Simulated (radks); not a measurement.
# Sc²⁺ in [Ar] 4s1: an all-electron calculation

One table from this session's results is given with a row withheld; the runs are named, their logs left out.

The numbers are computed with radks (a radial shooting solver on a logarithmic mesh, Libxc functionals) version 1 (Dirac Kohn-Sham, LDA (Slater exchange, Perdew-Zunger correlation), spin-unpolarised, spherical densities, finite nucleus), except any that are marked as measured or tabulated.

### What is computed

- element: scandium (Z = 21)
- charge: +2
- electrons: 19
- configuration: [Ar] 4s1
- nuclear rms radius: 3.5459 fm

The outer shells:

Sc²⁺
```
[Ar] core
4s [↑ ]
```

Set-up of the first run:

Settings of this run:

```text
Z 21
configuration [Ar] 4s1
relativity Dirac
functional lda,pz
spin unpolarised
j_filling energy
nucleus finite rms 3.5459 fm
c 137.035999084
```

One of the session's tables, all rows but one given; the rest of the session is left out.

It belongs to the step «Orbitals and density». From the orbitals of this run (lengths in bohr):

| level | <r> | outermost maximum (interpolated) | 90 % within | nodes |
| --- | --- | --- | --- | --- |
| 1s1/2 | 0.07320 | 0.0479 | 0.131 | 0 |
| 2s1/2 | 0.3445 | 0.284 | 0.536 | 1 |
| 2p1/2 | 0.3064 | 0.231 | 0.506 | 0 |
| 2p3/2 | 0.3091 | 0.233 | 0.509 | 0 |
| 3s1/2 | ? | ? | ? | ? |
| 3p1/2 | 1.134 | 0.953 | 1.74 | 1 |
| 3p3/2 | 1.141 | 0.959 | 1.75 | 1 |
| 4s1/2 | 2.924 | 2.63 | 4.24 | 3 |

Estimate the missing values for 3s1/2.

**Answer.** <r>: 1.061; outermost maximum (interpolated): 0.921; 90 % within: 1.59; nodes: 2. In the column «<r>» it lies between 2s1/2 (0.3445) and 3p1/2 (1.134).
